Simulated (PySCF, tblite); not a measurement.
# C3HF3NSe+: isotopologues and vibrational averages

Aim: rotational constants, zero-point energies and shieldings of isotopologues of C3HF3NSe+ (`FC(F)(F)[Se][c+]1cn1`).

Computed with tblite 0.8.0 (tight binding) and PySCF 2.14.0 (DFT, with response routines of our own); each step states its level. Atoms count from 0 throughout.

## 1. The starting structure

9 atoms, charge 1, multiplicity 1; geometry from: force field or distance geometry start.

Bonds of the start (Å): C1–F2 1.37, C1–F3 1.38, C1–Se4 1.99, C5–C6 1.39, C5–N7 1.35, C6–H8 1.11, C6–N7 1.32, F0–C1 1.36, Se4–C5 1.92.

## 2. GFN2-xTB relaxation, lowest of a short conformer search

What the job is given:

```
{"job": {"xc": "GFN2-xTB", "basis": "xTB", "kind": "relax"}, "charge": 1, "multiplicity": 1}
F     -2.909600     0.394500     0.864000
C     -1.959100     0.103800    -0.064700
F     -2.378000    -0.850100    -0.952700
F     -1.649100     1.242400    -0.779300
Se    -0.422900    -0.707800     0.904900
C      1.235700    -0.163600     0.094700
C      2.620200    -0.128100     0.016800
N      1.885900     0.567000    -0.834200
H      3.631200    -0.434100     0.372600
```

The run is started by

```console
$ OMP_NUM_THREADS=1 python ens_run.py task.json out
```

The driver reads the study from task.json and runs its stages one after another.

The program printed:

```text
step      E/eV     max force
  0    -723.50437    3.550
  1    -723.91122    1.881
  2    -723.99400    2.839
  3    -724.08200    0.739
  4    -724.10349    0.388
  5    -724.11408    0.329
  6    -724.11778    0.253
  7    -724.12774    0.339
  8    -724.13251    0.271
  9    -724.13864    0.267
 10    -724.14614    0.283
 11    -724.15400    0.319
 12    -724.15912    0.230
 13    -724.16245    0.230
 14    -724.16657    0.260
 15    -724.17435    0.412
 16    -724.18480    0.451
 17    -724.19319    0.297
 18    -724.19865    0.195
 19    -724.20263    0.224
 20    -724.20626    0.303
 21    -724.20946    0.248
 22    -724.21181    0.140
 23    -724.21369    0.126
 24    -724.21583    0.165
 25    -724.21844    0.198
 26    -724.22045    0.136
 27    -724.22155    0.081
 28    -724.22233    0.093
 29    -724.22292    0.090
 30    -724.22353    0.094
 31    -724.22395    0.042
 32    -724.22410    0.021
 33    -724.22414    0.019
 34    -724.22417    0.018
 35    -724.22422    0.016
 36    -724.22428    0.019
 37    -724.22434    0.021
 38    -724.22441    0.027
 39    -724.22451    0.036
 40    -724.22469    0.046
 41    -724.22497    0.053
 42    -724.22535    0.056
 43    -724.22578    0.063
 44    -724.22624    0.070
 45    -724.22678    0.067
 46    -724.22745    0.084
 47    -724.22820    0.097
 48    -724.22903    0.106
 49    -724.23002    0.106
 50    -724.23045    0.276
 51    -724.23210    0.166
 52    -724.23343    0.115
 53    -724.23313    0.341
 54    -724.23491    0.105
 55    -724.23574    0.042
 56    -724.23625    0.099
 57    -724.23663    0.096
 58    -724.23726    0.062
 59    -724.23748    0.059
 60    -724.23777    0.046
 61    -724.23818    0.050
 62    -724.23877    0.048
 63    -724.23869    0.093
 64    -724.23913    0.055
 65    -724.23923    0.053
 66    -724.23944    0.038
 67    -724.23956    0.027
 68    -724.23965    0.032
 69    -724.23976    0.031
 70    -724.23988    0.036
 71    -724.24000    0.026
 72    -724.24006    0.021
 73    -724.24012    0.025
 74    -724.24020    0.030
 75    -724.24031    0.039
 76    -724.24039    0.021
 77    -724.24043    0.013
 78    -724.24045    0.010
 79    -724.24045    0.005
 80    -724.24045    0.002
```

Wall time 0.48 s (1 thread of Intel Xeon 6975P-C, shared host).

The energy fell by 0.736 eV, and the atoms moved 0.47 Å (root mean square).

## 3. Tight optimisation and Hessian

What the job is given:

```
{"job": {"xc": "PBE0", "basis": "pcSseg-1", "grid": 2, "temperatures": [100, 500], "kind": "geom"}, "charge": 1, "multiplicity": 1}
F     -2.942740     0.076421     0.494828
C     -1.765388     0.167456    -0.057063
F     -1.662191    -0.616740    -1.101062
F     -1.480521     1.404498    -0.379519
Se    -0.361322    -0.459701     1.344645
C      1.023996    -0.212503     0.303764
C      2.361399    -0.187610    -0.102732
N      1.475237     0.196782    -0.954375
H      3.405777    -0.344628     0.073710
```

The program printed:

```text
step   0  E = -78077.4309642 eV  max force = 2.08228
step   1  E = -78077.4992634 eV  max force = 0.53664
step   2  E = -78077.5051130 eV  max force = 0.17393
step   3  E = -78077.5059581 eV  max force = 0.03889
step   4  E = -78077.5060688 eV  max force = 0.01192
step   5  E = -78077.5060784 eV  max force = 0.00286
step   6  E = -78077.5060787 eV  max force = 0.00034
step   7  E = -78077.5060787 eV  max force = 0.00034
step   8  E = -78077.5060787 eV  max force = 0.00016
harmonic wavenumbers (cm-1): 30.5 86.9 162.1 256.3 278.9 280.9 383.8 391.7 501.1 543.3 557.6 760.0 920.9 987.4 1065.9 1163.5 1305.5 1319.9 1391.5 1759.3 3255.5
```

It took 19 min on 1 thread of Intel Xeon 6975P-C, shared host; peak memory 0.79 GiB.

## 4. Displacements along the modes, parent

What the job is given:

```
{"job": {"xc": "PBE0", "basis": "pcSseg-1", "grid": 2, "temperatures": [100, 500], "kind": "vib", "mass_numbers": [19, 12, 19, 19, 80, 12, 12, 14, 1]}, "charge": 1, "multiplicity": 1}
F     -2.912786     0.070462     0.515073
C     -1.743106     0.166921    -0.063476
F     -1.666879    -0.612923    -1.112713
F     -1.477656     1.405865    -0.394473
Se    -0.397541    -0.458595     1.340723
C      1.031957    -0.212754     0.301109
C      2.343986    -0.196489    -0.070256
N      1.458249     0.194805    -0.936749
H      3.418021    -0.333317     0.042958
```

The program printed:

```text
mode    cm-1    km/mol   phi_rrr   E(+)/cm-1  E(-)/cm-1
  1     30.54     0.57      -1.2       7.99       8.18
  2     86.90     1.43      15.3      16.49      15.35
  3    162.06    12.09       3.9      32.17      32.08
  4    256.26     3.18     -12.3      45.74      46.65
  5    278.89     1.43      -1.6      50.20      50.30
  6    280.87     1.83     -53.9      48.69      52.57
  7    383.77    18.51      -0.8      69.15      69.24
  8    391.72     2.06       0.5      71.00      70.83
  9    501.13     9.22     -97.5      86.79      93.78
 10    543.29     2.91      -2.7      97.73      97.93
 11    557.61     1.11     -26.9      99.44     101.37
 12    760.03   110.05     -45.4     135.20     138.47
 13    920.89     8.63       0.1     169.03     168.83
 14    987.45    19.71     -28.9     178.90     180.91
 15   1065.86   640.21      15.5     192.29     191.17
 16   1163.48    63.19    -180.7     203.15     216.13
 17   1305.48   278.21     -35.2     234.16     236.67
 18   1319.92   277.40     247.0     246.86     229.12
 19   1391.52    40.32       2.0     250.60     250.45
 20   1759.29    27.73     337.5     329.14     304.85
 21   3255.50   120.89    1900.9     659.49     523.05
```

It took 16 min on 1 thread of Intel Xeon 6975P-C, shared host; peak memory 0.91 GiB.

## 5. Displacements along the modes, 2H at atom 8

Changed since step 4:

```diff
@@ -1,2 +1,2 @@
-{"job": {"xc": "PBE0", "basis": "pcSseg-1", "grid": 2, "temperatures": [100, 500], "kind": "vib", "mass_numbers": [19, 12, 19, 19, 80, 12, 12, 14, 1]}, "charge": 1, "multiplicity": 1}
+{"job": {"xc": "PBE0", "basis": "pcSseg-1", "grid": 2, "temperatures": [100, 500], "kind": "vib", "mass_numbers": [19, 12, 19, 19, 80, 12, 12, 14, 2]}, "charge": 1, "multiplicity": 1}
 F     -2.912786     0.070462     0.515073
```

The program printed:

```text
mode    cm-1    km/mol   phi_rrr   E(+)/cm-1  E(-)/cm-1
  1     30.36     0.49      -1.1       8.04       8.20
  2     85.41     1.25      14.7      16.18      15.09
  3    151.91     9.49      -3.5      29.85      29.94
  4    254.64     3.48       9.8      46.28      45.54
  5    277.27     0.97       1.6      50.01      49.90
  6    279.02     1.86      53.2      52.21      48.38
  7    371.95    16.94       5.4      67.25      66.83
  8    378.46     0.77       0.7      68.58      68.42
  9    491.10     5.76     -88.5      85.30      91.64
 10    543.22     2.81       2.7      97.92      97.72
 11    557.46     1.35      27.0     101.35      99.41
 12    743.41     0.88      -0.1     134.75     134.88
 13    759.84   116.38     -44.4     135.21     138.40
 14    773.38     3.92      -8.4     139.90     140.46
 15   1064.74   636.95      10.2     191.91     191.17
 16   1138.63    57.03    -210.5     197.60     212.73
 17   1305.46   277.32      35.2     236.66     234.15
 18   1319.89   277.16    -246.8     229.12     246.85
 19   1384.30    40.74      -6.4     249.02     249.47
 20   1690.87    26.90     288.4     314.98     294.22
 21   2464.40    54.38   -1020.4     409.32     482.64
```

Wall time 15 min (1 thread of Intel Xeon 6975P-C, shared host); peak memory 0.9 GiB.

## 6. Vibrational averages by isotopologue

What the job is given:

```
{"job": {"xc": "PBE0", "basis": "pcSseg-1", "grid": 2, "temperatures": [100, 500], "kind": "iso"}, "charge": 1, "multiplicity": 1}
F     -2.912786     0.070462     0.515073
C     -1.743106     0.166921    -0.063476
F     -1.666879    -0.612923    -1.112713
F     -1.477656     1.405865    -0.394473
Se    -0.397541    -0.458595     1.340723
C      1.031957    -0.212754     0.301109
C      2.343986    -0.196489    -0.070256
N      1.458249     0.194805    -0.936749
H      3.418021    -0.333317     0.042958
```

The program printed:

```text
parent
  Be/MHz 2348.379 1218.15 932.144
  B0/MHz 2346.234 1208.429 926.863
  ZPE/cm-1 8701.2
  <sigma>(0 K)/ppm 193.309 45.667 180.812 180.698 1061.612 -43.313 -28.855 -248.423 18.236
2H at atom 8
  Be/MHz 2345.794 1173.708 905.511
  B0/MHz 2343.552 1164.586 900.457
  ZPE/cm-1 8032.9
  <sigma>(0 K)/ppm 193.319 45.666 180.826 180.712 1061.781 -43.115 -28.333 -247.845 18.317
```

Run time: 50 min. Hardware: 1 thread of Intel Xeon 6975P-C, shared host; peak memory 0.91 GiB. This counts the whole study up to here.

Rotational constants (MHz) at equilibrium and in the ground state:

```
isotopologue                     Be                     B0  zero-point change (cm⁻¹)
      parent  2348.4, 1218.2, 932.1  2346.2, 1208.4, 926.9                       0.0
2H at atom 8  2345.8, 1173.7, 905.5  2343.6, 1164.6, 900.5                    -668.4
```

Shieldings of the first species (ppm): at equilibrium, the vibrational parts at 0 K, and the averages:

```
atom  equilibrium  anharmonic  harmonic      0 K    100 K    500 K
  F0       202.31       -1.34     -7.67   193.31   192.36   184.19
  C1        47.51       -0.56     -1.28    45.67    45.64    44.81
  F2       189.61       -1.36     -7.43   180.81   180.82   177.78
  F3       189.71       -1.57     -7.44   180.70   180.42   175.84
 Se4      1103.86       -8.90    -33.35  1061.61  1062.75  1041.68
  C5       -39.81       -0.71     -2.80   -43.31   -43.10   -43.35
  C6       -23.73       -0.01     -5.11   -28.85   -28.96   -30.46
  N7      -237.36        0.39    -11.46  -248.42  -248.14  -249.33
  H8        18.72        0.01     -0.49    18.24    18.23    18.16
```

Isotope effects on the shieldings at 0 K (ppb; positive means more shielded):

```
atom  2H at atom 8
  F0            10
  C1             0
  F2            14
  F3            14
 Se4           169
  C5           198
  C6           522
  N7           579
  H8            81
```

## 7. Outcome

| quantity | value |
| --- | --- |
| point group | Cs |
| B0 of the first species | 2346.2, 1208.4, 926.9 MHz |
| zero-point energy | 8701 cm⁻¹ |
| zero-point change of σ(Se4) | -42.25 ppm |

**Reading.** Zero-point motion changes the shielding of Se4 most, by -42.25 ppm. The largest secondary isotope effect is 579 ppb on N7, 2 bonds from the change (2H at atom 8). The job flags a low mode; perturbation theory is less sure for low modes. Internal rotors are held in one well. Spin-orbit coupling is left out, which matters at and beside the heavy atoms.
